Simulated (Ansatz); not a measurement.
# Cs3Bi2Cl9: the cost of one run

Computed with Ansatz 0.2.0 (DFT, PBE, plane-wave PAW, default files, scalar-relativistic, as far as a step names no other, unless a step's input says otherwise).

### 1 The system as given

Symmetry: P321, No. 150, trigonal system. Conventional cell: a = 7.689 Å, b = 7.689 Å, c = 9.500 Å, α = 90.00°, β = 90.00°, γ = 120.00°. Cs (site symmetry 32) has 12 Cl at 3.71 to 3.98 Å as nearest neighbours. Cs (site symmetry 3) is surrounded by 12 Cl at 3.77 to 3.93 Å. Bi (site symmetry 3) is surrounded by 6 Cl at 2.59 to 2.84 Å. Around Cl (site symmetry 2) lie 2 Bi at 2.84 Å and 4 Cs at 3.71 to 3.98 Å. Cl (site symmetry 1) is surrounded by 1 Bi at 2.59 Å.

Coordinates:

```xyz
14
Lattice="7.6889 0.0000 0.0000 -3.8445 6.6588 0.0000 0.0000 0.0000 9.4997" Properties=species:S:1:pos:R:3 pbc="T T T"
Cs    0.0000    0.0000    0.0000
Cs    3.8445    2.2196    6.2651
Cs    0.0000    4.4392    3.2346
Bi    3.8445    2.2196    1.7723
Bi    0.0000    4.4392    7.7274
Cl    3.7089    0.0000    0.0000
Cl    1.9900    3.4468    0.0000
Cl   -1.8544    3.2120    0.0000
Cl   -1.9102    5.4699    6.3179
Cl    1.8477    5.5781    6.3179
Cl    0.0625    2.2696    6.3179
Cl    3.9070    4.3892    3.1818
Cl    5.6922    1.0807    3.1818
Cl    1.9343    1.1889    3.1818
```

### 2 Single point at the given positions

Contents of input.yaml:

```yaml
crystal:
  lattice:
    - [7.688919278, 0.0, 0.0]
    - [-3.844459639, 6.6587994224, 0.0]
    - [0.0, 0.0, 9.4996877003]
  atoms:
    - { symbol: Cs, position: [0.0, 0.0, 0.0] }
    - { symbol: Cs, position: [0.6666666667, 0.3333333333, 0.65950463] }
    - { symbol: Cs, position: [0.3333333333, 0.6666666667, 0.34049537] }
    - { symbol: Bi, position: [0.6666666667, 0.3333333333, 0.18656759] }
    - { symbol: Bi, position: [0.3333333333, 0.6666666667, 0.81343241] }
    - { symbol: Cl, position: [0.482369465, 0.0, 0.0] }
    - { symbol: Cl, position: [0.517630535, 0.517630535, 0.0] }
    - { symbol: Cl, position: [0.0, 0.482369465, 0.0] }
    - { symbol: Cl, position: [0.16229083, 0.821454, 0.66506748] }
    - { symbol: Cl, position: [0.65916317, 0.83770917, 0.66506748] }
    - { symbol: Cl, position: [0.178546, 0.34083683, 0.66506748] }
    - { symbol: Cl, position: [0.83770917, 0.65916317, 0.33493252] }
    - { symbol: Cl, position: [0.821454, 0.16229083, 0.33493252] }
    - { symbol: Cl, position: [0.34083683, 0.178546, 0.33493252] }
kpoints:
  mp_grid: { grid: [4, 4, 3] }
scf:
  occupations: { method: fermi_dirac, width: 0.02 }
hamiltonian:
  xc: pbe
  pseudopotentials: { kind: paw }
output:
  forces: true
  stress: true
  populations: true
  efg:
    quadrupole_moments_barn: { Cs: -0.00343, Bi: -0.516, Cl: -0.08112 }
    contact_densities: true
```

Started as:

```sh
> ansatz run input.yaml --threads 1 --pin off --max-ram 2560MiB --backend cpu --events-out ev --progress --plain --runs-dir out
```

Q: Estimate wall time and peak memory on 1 thread of Intel Xeon Platinum 8259CL at 2.50GHz (Skylake/Cascade Lake), shared host.

About 40 s, with a peak of 0.88 GiB.
